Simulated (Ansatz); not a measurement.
# ScBPd3: the cost of one run

Computed with Ansatz 0.2.0 (DFT PBE, scalar-relativistic, plane waves, PAW, unless a step's input says otherwise).

1 further run of the same task is left out (it didn't finish).

## (1) The system as given

The structure is cubic, space group Pm-3m (No. 221). The conventional cell has a = 4.135 Å, b = 4.135 Å, c = 4.135 Å, α = 90.00°, β = 90.00°, γ = 90.00°. Sc (site symmetry m-3m) is surrounded by 12 Pd at 2.92 Å. B (site symmetry m-3m) has 6 Pd at 2.07 Å as nearest neighbours. Pd (site symmetry 4/mmm) is surrounded by 2 B at 2.07 Å.

Coordinates:

```cif
data_structure
_symmetry_space_group_name_H-M 'P 1'
_symmetry_Int_Tables_number 1
_cell_length_a 4.1351
_cell_length_b 4.1351
_cell_length_c 4.1351
_cell_angle_alpha 90.000
_cell_angle_beta 90.000
_cell_angle_gamma 90.000
_cell_volume 70.71
loop_
_atom_site_label
_atom_site_type_symbol
_atom_site_fract_x
_atom_site_fract_y
_atom_site_fract_z
_atom_site_occupancy
Sc1 Sc 0.00000 0.00000 0.00000 1
B1 B 0.50000 0.50000 0.50000 1
Pd1 Pd 0.00000 0.50000 0.50000 1
Pd2 Pd 0.50000 0.50000 0.00000 1
Pd3 Pd 0.50000 0.00000 0.50000 1
```

It was made, by the change told below, from a structure of the Materials Project.

## (2) Substitution of an element, cell strained: Pt → Pd, first probe

The structure above already holds this change against its source: Pd takes all sites of Pt, and lengths are scaled by 1.008 as a first guess of the size; strain xx, yy, zz, yz, xz, xy = -3.8, -3.8, -3.8, +0.0, +0.0, +0.0 %.

input.yaml

```yaml
crystal:
  lattice:
    - [4.1351436868, 0.0, 0.0]
    - [0.0, 4.1351436868, 0.0]
    - [0.0, 0.0, 4.1351436868]
  atoms:
    - { symbol: Sc, position: [0.0, 0.0, 0.0] }
    - { symbol: B, position: [0.5, 0.5, 0.5] }
    - { symbol: Pd, position: [0.0, 0.5, 0.5] }
    - { symbol: Pd, position: [0.5, 0.5, 0.0] }
    - { symbol: Pd, position: [0.5, 0.0, 0.5] }
basis:
  ecutwfc: 420
kpoints:
  mp_grid: { grid: [4, 4, 4] }
hamiltonian:
  xc: pbe
scf:
  occupations: { method: gaussian, width: 0.1 }
output:
  forces: true
  stress: true
  eigenvalues: true
```

On the command line:

```
$ ansatz run input.yaml --threads 1 --pin off --max-ram 1331MiB --backend cpu --events-out ev --progress --plain --runs-dir out
```

**Question.** How long does this run take on 1 thread of an x86-64 CPU, shared host, and how much memory does it need?

About 3.7 s, with a peak of 0.36 GiB.
